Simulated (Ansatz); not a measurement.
# CH₅GeO₂ radical: small, medium and large basis sets

An exercise on one series of results from a longer session: the logs are not shown, and one member is left open.

Method: one geometry, several basis sets; program: Ansatz 0.2.0, Gaussian basis.

Plan: PBE0-D4/def2-SVP; ωB97M-V/def2-SVP; PBE0-D4/def2-QZVPP; ωB97M-V/def2-QZVPP; the functionals' def2-TZVPP values are taken from earlier runs.

**The relaxed structure**

All runs share one geometry, relaxed beforehand with PBE0-D4 in a triple-zeta def2 set.

SMILES `[CH3][Ge]([OH])[OH]`, 9 atoms, charge 0, spin multiplicity 2.

Atoms are counted from 1 here; the program's logs count them from 0.

Bond lengths: C1–Ge2 1.951 Å, C1–H5 1.092 Å, C1–H6 1.089 Å, C1–H7 1.089 Å, Ge2–O3 1.792 Å, Ge2–O4 1.793 Å, O3–H8 0.960 Å, O4–H9 0.960 Å. Angles: Ge2–C1–H5 107.2°, Ge2–C1–H6 110.1°, Ge2–C1–H7 109.9°, H5–C1–H6 109.8°, H5–C1–H7 109.8°, H6–C1–H7 110.0°, C1–Ge2–O3 104.4°, C1–Ge2–O4 104.8°, O3–Ge2–O4 110.1°, Ge2–O3–H8 114.0°, Ge2–O4–H9 114.1°.

As a file:

```xyz
9

C    -0.0003    1.1288   -0.8961
Ge    0.4209   -0.0595    0.5930
O     1.0134   -1.5592   -0.1886
O    -1.1534   -0.3631    1.3949
H    -0.7624    0.6321   -1.5003
H    -0.3862    2.0758   -0.5216
H     0.8919    1.3006   -1.4967
H     1.1590   -2.2863    0.4208
H    -1.0943   -0.9155    2.1774
```

Set-up of the first run:

in.yaml reads:

```yaml
crystal:
  periodic: [false, false, false]
  atoms:
    - {symbol: C, position_ang: [-0.000273, 1.128783, -0.896064]}
    - {symbol: Ge, position_ang: [0.420920, -0.059505, 0.592991]}
    - {symbol: O, position_ang: [1.013401, -1.559164, -0.188572]}
    - {symbol: O, position_ang: [-1.153430, -0.363129, 1.394937]}
    - {symbol: H, position_ang: [-0.762353, 0.632126, -1.500255]}
    - {symbol: H, position_ang: [-0.386179, 2.075775, -0.521640]}
    - {symbol: H, position_ang: [0.891854, 1.300642, -1.496674]}
    - {symbol: H, position_ang: [1.158957, -2.286311, 0.420783]}
    - {symbol: H, position_ang: [-1.094298, -0.915515, 2.177396]}
basis:
  gaussian: {orbitals: def2-SVP}
magnetization: {spin_polarized: true, initial_magnetization: 1}
hamiltonian: {xc: pbe0, dispersion: d4}
output: {orbitals: {seedname: orbitals}}
```

Launch:

```bash
$ ansatz run in.yaml --threads 4 --pin off --events-out ev --progress --plain --max-ram 10444MiB
```

Steps of the session up to this table: PBE0-D4 in def2-SVP; ωB97M-V in def2-SVP; PBE0-D4 in def2-QZVPP; ωB97M-V in def2-QZVPP.

One of the session's tables, all rows but one given; the rest of the session is left out.

```
functional       basis  HOMO (eV)  LUMO (eV)
   PBE0-D4    def2-SVP      -5.74      -2.43
   PBE0-D4  def2-TZVPP      -5.90      -2.55
   PBE0-D4  def2-QZVPP      -5.97      -2.65
   ωB97M-V    def2-SVP      -7.76      -0.58
   ωB97M-V  def2-TZVPP          ?          ?
   ωB97M-V  def2-QZVPP      -8.00      -0.94
```

Estimate the missing values for ωB97M-V, def2-TZVPP.

The run gave: HOMO (eV): -7.93; LUMO (eV): -0.77. In the column «HOMO (eV)» it lies between ωB97M-V, def2-QZVPP (-8.00) and ωB97M-V, def2-SVP (-7.76).
